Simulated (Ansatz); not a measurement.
**GeH2F2: taking an electron away**

An exercise on one series of results from a longer session: the logs are not shown, and one member is left open.

Program: Ansatz 0.2.0, Gaussian basis. Level of theory: unrestricted cation, the program's frozen cores in correlated methods. These are calculated values, not measurements.

The runs, in order: UKS PBE-D4/def2-TZVPP; UKS r2SCAN-D4/def2-TZVPP; UKS PBE0-D4/def2-TZVPP; UKS B3LYP-D4/def2-TZVPP; UKS wB97X-V/def2-TZVPP; UKS wB97M-V/def2-TZVPP; UKS B2PLYP/def2-TZVPP; UHF-CCSD(T)/def2-TZVPP; UHF-MP2/def2-QZVPP; extrapolation to the limit; then −ε(HOMO) from the neutral's earlier runs with LDA (SPW92), PBE-D4, revPBE-D4, BLYP-D4, r2SCAN-D4, B97M-V, PBE0-D4, B3LYP-D4, r2SCANh-D4, r2SCAN0-D4, HSE06-D4, BHLYP-D4, CAM-B3LYP-D4, LC-ωPBE, ωB97X-V, ωB97M-V.

**Structure used throughout**

The geometry comes from an earlier relaxation with PBE0-D4 in a triple-zeta def2 set; it is a stationary point.

SMILES `[F][GeH2][F]`, 5 atoms, charge 0, spin multiplicity 1.

Atoms are counted from 1 here; the program's logs count them from 0.

Bond lengths: F1–Ge2 1.724 Å, Ge2–F3 1.724 Å, Ge2–H4 1.527 Å, Ge2–H5 1.527 Å. Angles: F1–Ge2–F3 105.0°, F1–Ge2–H4 107.9°, F1–Ge2–H5 107.9°, F3–Ge2–H4 107.9°, F3–Ge2–H5 107.9°, H4–Ge2–H5 119.3°.

Set-up of the first run:

File in.yaml:

```yaml
crystal:
  periodic: [false, false, false]
  atoms:
    - {symbol: F, position_ang: [-0.572571, 0.228493, 1.525849]}
    - {symbol: Ge, position_ang: [0.103008, -0.071258, -0.032167]}
    - {symbol: F, position_ang: [-0.974542, 0.694212, -1.139690]}
    - {symbol: H, position_ang: [0.047339, -1.576181, -0.286710]}
    - {symbol: H, position_ang: [1.446566, 0.651034, -0.108582]}
basis:
  gaussian: {orbitals: def2-TZVPP}
total_charge: 1
magnetization: {spin_polarized: true, initial_magnetization: 1}
hamiltonian: {xc: pbe, dispersion: d4}
```

Steps of the session up to this table: Cation, UKS PBE-D4/def2-TZVPP; Cation, UKS r2SCAN-D4/def2-TZVPP; Cation, UKS PBE0-D4/def2-TZVPP; Cation, UKS B3LYP-D4/def2-TZVPP; Cation, UKS wB97X-V/def2-TZVPP; Cation, UKS wB97M-V/def2-TZVPP; Cation, UKS B2PLYP (frozen core)/def2-TZVPP; Cation, UHF-CCSD(T)/def2-TZVPP; Cation, UHF-MP2/def2-QZVPP.

One of the session's tables, all rows but one given; the rest of the session is left out.

It belongs to the step «Ionisation energies side by side». Orbital estimates, from the neutral's runs:

```
  functional  −ε(HOMO) (eV)
 LDA (SPW92)           8.54
      PBE-D4           8.44
   revPBE-D4           8.40
     BLYP-D4           8.39
   r2SCAN-D4           8.87
      B97M-V           8.98
     PBE0-D4          10.04
    B3LYP-D4           9.83
  r2SCANh-D4           9.45
  r2SCAN0-D4          10.32
    HSE06-D4           9.63
    BHLYP-D4          11.54
CAM-B3LYP-D4          11.49
     LC-ωPBE          12.80
     ωB97X-V          12.48
     ωB97M-V              ?
```

Estimate the missing values for ωB97M-V.

As computed: −ε(HOMO) (eV): 12.32. In the column «−ε(HOMO) (eV)» it lies between BHLYP-D4 (11.54) and ωB97X-V (12.48).

Caveats from the session: The cation may have settled in a state other than its lowest; no search over hole states beyond the program's own was made.
